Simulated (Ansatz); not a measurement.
Crystal: Ta3AsAu2O13.

```
Ta As Au O
1.0
     6.43030   -1.94333   -0.00483
     6.43030    1.94333   -0.00483
    -2.54785    0.00000   10.68617
Ta As Au O
3 1 2 13
Cartesian
  4.5247 0.0000 3.7670
  6.0597 0.0000 7.2197
  1.7990 0.0000 10.5616
  7.9903 0.0000 0.0311
  8.3231 0.0000 3.7097
  2.3136 0.0000 6.7574
  8.6038 0.0000 1.6474
  6.3527 0.0000 3.6998
  2.3873 0.0000 4.7518
  2.1597 0.0000 8.7356
  4.8024 0.0000 5.8862
  8.0919 0.0000 6.6978
  4.1996 0.0000 1.9509
  10.3810 0.0000 3.9020
  5.2563 0.0000 8.9247
  -0.2078 0.0000 7.1659
  6.2651 0.0000 0.3242
  -0.3802 0.0000 10.5475
  7.7751 0.0000 10.4897
```

The cell was built by a generator and needn't be a form met in nature.

Base run:

```yaml
Program: Ansatz 0.2.0
Functional: PBE
Potentials_or_basis: JTH PAW
Cutoff: 1380 eV
Density_cutoff: 5520 eV
k_mesh: 7 × 7 × 3
Occupations: fermi-dirac, width 0.05 eV
Spin: no spin polarisation
```

Its results: band gap on the k mesh none (metal or under the smearing width); pressure 0.9 GPa; largest force 0.235 eV/Å.

Problem. After a change of settings the same cell gave: band gap on the k mesh none (metal or under the smearing width); pressure 0.2 GPa; largest force 0.050 eV/Å. Which change was it?
A. functional from PBE to revPBE; potentials or basis from JTH PAW to Ansatz PAW; cutoff from 1380 eV to 420 eV; density cutoff from 5520 eV to 1680 eV; valence electrons from 154 to 170
B. potentials or basis from JTH PAW to Ansatz NC; cutoff from 1380 eV to 1240 eV; density cutoff from 5520 eV to 4960 eV; valence electrons from 154 to 212
C. functional from PBE to RPBE; potentials or basis from JTH PAW to Ansatz PAW; cutoff from 1380 eV to 420 eV; density cutoff from 5520 eV to 1680 eV; valence electrons from 154 to 170
D. functional from PBE to PBEsol; potentials or basis from JTH PAW to Ansatz PAW; cutoff from 1380 eV to 420 eV; density cutoff from 5520 eV to 1680 eV; valence electrons from 154 to 170

Solution. B.

Not every run made on this cell is shown here.
